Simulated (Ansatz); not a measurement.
# Nb3Te8Mo: the cost of one run

Program: Ansatz 0.2.0. Level of theory: DFT PBE, scalar-relativistic, plane waves, PAW, unless a step names another level. These are calculated values, not measurements.

1 further run of the same task is left out (set aside as unsound or not needed). Runs told in other sessions of the task aren't counted.

## 1. The starting structure

Symmetry: P-6m2, No. 187, hexagonal system. The conventional cell has a = 3.655 Å, b = 3.655 Å, c = 29.265 Å, α = 90.00°, β = 90.00°, γ = 120.00°. Nb (site symmetry -6m2) is surrounded by 6 Te at 2.81 Å. Nb (site symmetry 3m) has 6 Te at 2.81 Å in its first shell of neighbours. Te (site symmetry 3m) is surrounded by 3 Nb at 2.81 Å. Te (site symmetry 3m) has 3 Mo at 2.76 Å in its first shell of neighbours. Mo (site symmetry -6m2) is surrounded by 6 Te at 2.76 Å.

Structure file:

```cif
data_structure
_symmetry_space_group_name_H-M 'P 1'
_symmetry_Int_Tables_number 1
_cell_length_a 3.6555
_cell_length_b 3.6555
_cell_length_c 29.2652
_cell_angle_alpha 90.000
_cell_angle_beta 90.000
_cell_angle_gamma 120.000
_cell_volume 338.67
loop_
_atom_site_label
_atom_site_type_symbol
_atom_site_fract_x
_atom_site_fract_y
_atom_site_fract_z
_atom_site_occupancy
Nb1 Nb 0.00000 0.00000 0.50000 1
Nb2 Nb 0.33333 0.66667 0.24855 1
Nb3 Nb 0.33333 0.66667 0.75145 1
Te1 Te 0.00000 0.00000 0.18521 1
Te2 Te 0.00000 0.00000 0.68801 1
Te3 Te 0.33333 0.66667 0.93946 1
Te4 Te 0.33333 0.66667 0.43656 1
Te5 Te 0.33333 0.66667 0.06054 1
Te6 Te 0.33333 0.66667 0.56344 1
Te7 Te 0.00000 0.00000 0.31199 1
Te8 Te 0.00000 0.00000 0.81479 1
Mo1 Mo 0.00000 0.00000 0.00000 1
```

The cell was relaxed beforehand at this level, from a generated guess; it needn't be the stable form of this composition. At a tolerance of 0.05 Å it has space group P-6m2 (No. 187); it has 28.22 Å³/atom, an uncorrected energy of -0.39 eV/atom over the elements.

## 2. Electronic structure at the relaxed geometry

input.yaml reads:

```yaml
crystal:
  lattice:
    - [3.6554863006, -2.89e-08, 0.0]
    - [-1.8277431253, 3.1657440139, 0.0]
    - [0.0, 0.0, 29.2652095]
  atoms:
    - { symbol: Nb, position: [0.0, 0.0, 0.5] }
    - { symbol: Nb, position: [0.3333333333, 0.6666666667, 0.248549] }
    - { symbol: Nb, position: [0.3333333333, 0.6666666667, 0.751451] }
    - { symbol: Te, position: [0.0, 0.0, 0.185209] }
    - { symbol: Te, position: [0.0, 0.0, 0.688008] }
    - { symbol: Te, position: [0.3333333333, 0.6666666667, 0.939464] }
    - { symbol: Te, position: [0.3333333333, 0.6666666667, 0.436561] }
    - { symbol: Te, position: [0.3333333333, 0.6666666667, 0.060536] }
    - { symbol: Te, position: [0.3333333333, 0.6666666667, 0.563439] }
    - { symbol: Te, position: [0.0, 0.0, 0.311992] }
    - { symbol: Te, position: [0.0, 0.0, 0.814791] }
    - { symbol: Mo, position: [0.0, 0.0, 0.0] }
basis:
  ecutwfc: 420
kpoints:
  mp_grid: { grid: [12, 12, 2] }
  band_path:
    path:
      - [[0.0, 0.0, 0.0], [0.5, 0.0, 0.0], [0.33333333, 0.33333333, 0.0], [0.0, 0.0, 0.0], [0.0, 0.0, 0.5], [0.5, 0.0, 0.5], [0.33333333, 0.33333333, 0.5], [0.0, 0.0, 0.5]]
      - [[0.5, 0.0, 0.5], [0.5, 0.0, 0.0]]
      - [[0.33333333, 0.33333333, 0.5], [0.33333333, 0.33333333, 0.0]]
    npoints: 10
hamiltonian:
  xc: pbe
scf:
  occupations: { method: gaussian, width: 0.1 }
  n_extra_bands: 30
output:
  forces: true
  stress: true
  eigenvalues: true
  populations: true
  dos: { projected: true, de: 0.02, nscf_kmesh: { grid: [15, 15, 3] } }
  bader: false
```

Launch:

```
ansatz run input.yaml --threads 4 --pin off --max-ram 8192MiB --backend cpu --events-out ev --progress --plain --runs-dir out
```

Q: Estimate wall time and peak memory on 4 threads of Arm Neoverse N1, shared host.

About 6.9 min, with a peak of 2.9 GiB.
